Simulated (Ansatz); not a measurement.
# H2OSSe (SMILES O[Se]S): one structure at several levels

A test off equilibrium: a structure displaced at random from a GFN2-xTB minimum is computed at several levels, and each is set against CCSD(T).

Computed with Ansatz 0.2.0, Gaussian basis. Level: single points in def2-TZVPP.

Cores are frozen in the correlated methods. Filled d shells of the heavier atoms are correlated. B3LYP uses VWN-RPA correlation.

## 1. Starting geometry

SMILES `O[Se]S`, 5 atoms, charge 0, spin multiplicity 1.

Atoms are counted from 1 here; the program's logs count them from 0.

Bond lengths: O1–Se2 1.832 Å, O1–H4 0.987 Å, Se2–S3 2.127 Å, S3–H5 1.381 Å. Angles: Se2–O1–H4 110.5°, O1–Se2–S3 98.9°, Se2–S3–H5 101.2°.

Coordinates:

```
atom    x (Å)    y (Å)    z (Å)
  O1  -0.7615  -1.3423   0.1111
 Se2  -0.0445  -0.2371  -1.1619
  S3   1.4992   0.6499   0.0020
  H4  -1.5331  -0.9097   0.5497
  H5   0.8588   1.7750   0.4836
```

## 2. CCSD(T)/def2-TZVPP

Contents of run/in.yaml:

```yaml
crystal:
  periodic: [false, false, false]
  atoms:
    - {symbol: O, position_ang: [-0.761500, -1.342300, 0.111100]}
    - {symbol: Se, position_ang: [-0.044500, -0.237100, -1.161900]}
    - {symbol: S, position_ang: [1.499200, 0.649900, 0.002000]}
    - {symbol: H, position_ang: [-1.533100, -0.909700, 0.549700]}
    - {symbol: H, position_ang: [0.858800, 1.775000, 0.483600]}
basis:
  gaussian: {orbitals: def2-TZVPP}
correlation: {method: ccsd_t}
output: {forces: true}
```

The command line of these runs was not kept.

## 3. PBE0-D4/def2-TZVPP

run/in.yaml: that of step 2 with these lines changed.

```diff
@@ -10,3 +10,3 @@
   gaussian: {orbitals: def2-TZVPP}
-correlation: {method: ccsd_t}
-output: {forces: true}
+hamiltonian: {xc: pbe0, dispersion: d4}
+output: {forces: true, orbitals: {seedname: orbitals}}
```

## 4. wB97M-V/def2-TZVPP

run/in.yaml: that of step 3 with these lines changed.

```diff
@@ -10,3 +10,3 @@
   gaussian: {orbitals: def2-TZVPP}
-hamiltonian: {xc: pbe0, dispersion: d4}
-output: {forces: true, orbitals: {seedname: orbitals}}
+hamiltonian: {xc: {name: wB97M-V}}
+output: {forces: true}
```

## 5. r2SCAN-D4/def2-TZVPP

run/in.yaml: that of step 4 with these lines changed.

```diff
@@ -10,3 +10,3 @@
   gaussian: {orbitals: def2-TZVPP}
-hamiltonian: {xc: {name: wB97M-V}}
+hamiltonian: {xc: r2scan, dispersion: d4}
 output: {forces: true}
```

## 6. PBE-D4/def2-TZVPP

run/in.yaml: that of step 5 with these lines changed.

```diff
@@ -10,3 +10,3 @@
   gaussian: {orbitals: def2-TZVPP}
-hamiltonian: {xc: r2scan, dispersion: d4}
+hamiltonian: {xc: pbe, dispersion: d4}
 output: {forces: true}
```

## 7. SPW92/def2-TZVPP

run/in.yaml: that of step 6 with these lines changed.

```diff
@@ -10,3 +10,3 @@
   gaussian: {orbitals: def2-TZVPP}
-hamiltonian: {xc: pbe, dispersion: d4}
+hamiltonian: {xc: lda}
 output: {forces: true}
```

## 8. B3LYP-D4/def2-TZVPP

run/in.yaml: that of step 7 with these lines changed.

```diff
@@ -10,3 +10,3 @@
   gaussian: {orbitals: def2-TZVPP}
-hamiltonian: {xc: lda}
+hamiltonian: {xc: {name: B3LYP}, dispersion: d4}
 output: {forces: true}
```

(Steps that only read results are left out.)

**Question.** What will these runs give? Wanted: energy less free atoms, CCSD(T)/def2-TZVPP; RMS force component; RMS force error; HOMO and LUMO, PBE0-D4; T1 diagnostic.

The runs gave:

```
                                  quantity                                                                                          value
energy less free atoms, CCSD(T)/def2-TZVPP                                                                                 -1297.1 kJ/mol
                       RMS force component                                                           0.366 to 0.627 eV/Å over the methods
                           RMS force error  PBE0-D4 0.139, wB97M-V 0.105, r2SCAN-D4 0.125, PBE-D4 0.294, SPW92 0.330, B3LYP-D4 0.121 eV/Å
                    HOMO and LUMO, PBE0-D4                                                                             -6.95 and -1.19 eV
                             T1 diagnostic                                                                                          0.013
```

**Reading.** Against CCSD(T) the functionals' energies less atoms differ by -379.0 to -52.5 kJ/mol, PBE-D4 by -129.0 kJ/mol. A larger basis would deepen the CCSD(T) value, while the functionals are nearly converged already, so the order here is not reliable. On forces the order runs from wB97M-V to SPW92. Frozen-core CCSD(T) forces in triple zeta carry basis errors of their own, and this is one geometry, so small gaps rank nothing.
